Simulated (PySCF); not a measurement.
# CH7FSeSi2: electronic excitations

Aim: predict the electronic excitations of CH7FSeSi2 (`C[SiH2][Se][SiH2]F`).

Programs: PySCF 2.14.0, with density-fitted response routines of our own. Each step states its level of theory. These are calculated values for one molecule in the gas phase, unless marked as measured. Atoms count from 0, in the outputs and in this text.

### 1 The starting structure

12 atoms, charge 0, multiplicity 1; geometry from: GFN2-xTB.

Bonds of the start (Å): C0–Si1 1.90, Si1–Se2 2.31, Se2–Si3 2.26, Si3–F4 1.60, C0–H5 1.09, C0–H6 1.09, C0–H7 1.09, Si1–H8 1.46, Si1–H9 1.46, Si3–H10 1.45, Si3–H11 1.45.

### 2 TDDFT and polarisability: PBE0/def2-SVPD

What the job is given:

```
{"job": {"kind": "uv", "xc": "PBE0", "basis": "def2-SVPD", "nstates": 8, "ntriplets": 3}, "charge": 0, "multiplicity": 1}
C     -1.731169     0.713454     0.333038
Si    -1.027118    -0.827846    -0.519652
Se     0.748095    -1.655854     0.703876
Si     2.215532     0.048604     0.503354
F      3.559299    -0.430017     1.222401
H     -2.621521     1.068070    -0.176305
H     -1.008640     1.525455     0.344911
H     -2.000583     0.495124     1.363188
H     -0.525899    -0.506249    -1.857363
H     -1.970946    -1.940212    -0.536041
H      2.574995     0.283925    -0.883628
H      1.789154     1.224861     1.240914
```

Level: TDDFT PBE0/def2-SVPD, vertical, gas phase, core orbitals frozen in the response.

Command:

```sh
> OMP_NUM_THREADS=1 python probes_run.py task.json out
```

The driver reads the jobs from task.json and runs them one after another.

What will the session give for the following? lowest singlet (PBE0/def2-SVPD); brightest single state of those computed; lowest triplet. Wanted: lowest singlet; brightest single state of those computed; lowest triplet.

The runs gave:

```
                                quantity                        value
         lowest singlet (PBE0/def2-SVPD)  5.03 eV (247 nm), f = 0.001
brightest single state of those computed  state 7, 7.11 eV, f = 0.030
                          lowest triplet                      4.85 eV
```

**Reading.** The first singlet state (HOMO→LUMO 0.98) lies at 5.03 eV and is dark; of the 8 states computed, the strongest absorption comes from state 7 at 7.11 eV. The lowest triplet lies 0.18 eV below the lowest singlet (triplets in Tamm-Dancoff, singlets in full TDDFT). States above −ε(HOMO) lie where TDDFT describes them poorly and they hang on the basis; the brightest is among them.
